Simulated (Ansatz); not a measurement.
# BrH₅OSiSn, SMILES O[SiH](Br)[SnH3]: a ladder of methods at one geometry

Computed with the Python package of Ansatz (0.2.0).

Run as a notebook:

**Cell 1**
```python
import ansatz as az
```

**Cell 2**
```python
GEOMETRY = """
O    -2.00450    0.09720    0.76600
Si   -0.74050    0.84050   -0.09590
Br    0.06530    2.56880    1.08200
Sn    1.13250   -0.87300   -0.43900
H    -1.65020   -0.21750    1.57070
H    -1.20130    1.34610   -1.40370
H     0.43930   -2.21620   -1.36210
H     1.64150   -1.44710    1.11720
H     2.40630   -0.14500   -1.25220
"""

molecule = az.Crystal.molecule()
for line in GEOMETRY.strip().splitlines():
    symbol, *xyz = line.split()
    molecule = molecule.atom(symbol, [float(v) for v in xyz])
```

**Cell 3**
```python
base = molecule.calculation().basis(gaussian="def2-SVP")
```

**Cell 4**
```python
methods = ["mp2", "ccsd", "ccsd_t"]
batch = az.Session.batch([base.correlation(m).input() for m in methods])
reports = sorted(batch.plan().execute().molecular_reports, key=lambda each: each["member"])
print(f"Hartree-Fock reference {reports[0]['reference_energy_ev'] / 27.211386246:.6f} Ha")
best = reports[-1]["free_energy_ev"] - reports[-1]["reference_energy_ev"]
for method, each in zip(methods, reports):
    gained = each["free_energy_ev"] - each["reference_energy_ev"]
    print(f"{method:8s} total {each['free_energy_ev'] / 27.211386246:.6f} Ha  correlation {gained:9.4f} eV  ({100 * gained / best:.1f} % of the last)")
```
Output:
```text
Hartree-Fock reference -3152.064997 Ha
mp2      total -3152.695786 Ha  correlation  -17.1646 eV  (91.8 % of the last)
ccsd     total -3152.736037 Ha  correlation  -18.2599 eV  (97.6 % of the last)
ccsd_t   total -3152.752239 Ha  correlation  -18.7008 eV  (100.0 % of the last)
```

Total energies depend on the basis set; only differences at equal settings carry meaning. The geometry is a force-field or estimated start, not a minimum of this method, and the basis set is short of its limit. A lower total doesn't mark the better method: functionals have no common bound, and MP2 and coupled cluster aren't variational. def2 sets replace the cores of elements past krypton by effective core potentials. Inner cores stay frozen; a filled d shell under the valence of the heavier atoms is correlated with it.

(Lines on the test bed's own set-up are left out of the output.)
